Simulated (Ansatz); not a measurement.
Below is the output of a Python script on Ansatz 0.2.0, Python API that makes a ladder of methods at one geometry of ClF2HSeSn, SMILES [F][Sn]([F])([Cl])[SeH]. Write a script that gives it. Settings (for the species named): LDA, def2-SVP basis, multiplicity 1. The script varies functional: lda, pbe, revpbe, b3lyp, cam_b3lyp, hse06.

```xyz
6

F     0.0116   -0.9147    1.9315
Sn    0.2863   -0.5123    0.0379
F     1.9884   -1.2296   -0.4823
Cl   -1.3206   -1.5107   -1.2623
Se    0.2702    2.0032   -0.3772
H    -1.1938    2.1000    0.1063
```

Running `python clf2hsesn.py` prints:
```text
functional    E (Ha)        dipole (D)   HOMO (eV)  LUMO (eV)
lda          -3269.338156     2.606      -6.859     -4.257
pbe          -3275.123851     2.447      -6.727     -3.962
revpbe       -3275.554320     2.399      -6.690     -3.875
b3lyp        -3275.974909     2.628      -7.711     -3.391
cam_b3lyp    -3275.927284     2.627      -9.273     -2.109
hse06        -3275.227192     2.628      -7.631     -3.556
```

One script that gives this output:

`clf2hsesn.py`
```python
# -*- coding: utf-8 -*-
"""One geometry of ClF2HSeSn, method by method."""

from pathlib import Path

import ansatz as az
import numpy as np

GEOMETRY = """
F     0.01160   -0.91470    1.93150
Sn    0.28630   -0.51230    0.03790
F     1.98840   -1.22960   -0.48230
Cl   -1.32060   -1.51070   -1.26230
Se    0.27020    2.00320   -0.37720
H    -1.19380    2.10000    0.10630
"""

geometry = az.Crystal.molecule()
for line in GEOMETRY.strip().splitlines():
    symbol, *xyz = line.split()
    geometry = geometry.atom(symbol, [float(v) for v in xyz])

calculation = geometry.calculation().basis(gaussian="def2-SVP")

print("functional    E (Ha)        dipole (D)   HOMO (eV)  LUMO (eV)")
for name in ["lda", "pbe", "revpbe", "b3lyp", "cam_b3lyp", "hse06"]:
    report = calculation.functional(name).forces().orbitals().run(threads=1, runs_dir="runs").report
    lines = Path(report["orbitals_path"]).read_text().splitlines()
    field_of = lambda key: [line.split("=")[1].strip() for line in lines if line.startswith(key)]
    orbitals = [(27.211386 * float(e), s, float(n)) for e, s, n in zip(field_of("Ene="), field_of("Spin="), field_of("Occup="))]
    homo = max(e for e, _, n in orbitals if n > 0.5)
    lumo = min(e for e, _, n in orbitals if n < 0.5)
    dipole = 4.803205 * np.linalg.norm(report["charge_distribution"]["dipole_moment_e_ang"])
    print(f"{name:10s} {report['free_energy_ev'] / 27.211386246:14.6f} {dipole:9.3f} {homo:11.3f} {lumo:10.3f}")
```

Notes:
- Total energies depend on the basis set; only differences at equal settings carry meaning.
- The geometry is a force-field or estimated start, not a minimum of this method, and the basis set is short of its limit. A lower total doesn't mark the better method: functionals have no common bound, and MP2 and coupled cluster aren't variational.
- def2 sets replace the cores of elements past krypton by effective core potentials.
- b3lyp holds the VWN-RPA fit, as in Gaussian; the form of ORCA and Turbomole is b3lyp5.
- Levels such as HOMO and LUMO are orbital energies: with these approximate functionals they aren't the ionisation energy and electron affinity, and their gap isn't the fundamental gap.
- hse06 follows the composition of plane-wave codes, whose totals differ by tens of mHa, up to about 0.1 Ha, from the form usual in Gaussian-basis programs (wpbeh).
- The whole script took 33 s on 1 thread of Arm Neoverse V1, with other jobs on the host, peak memory 0.39 GiB.
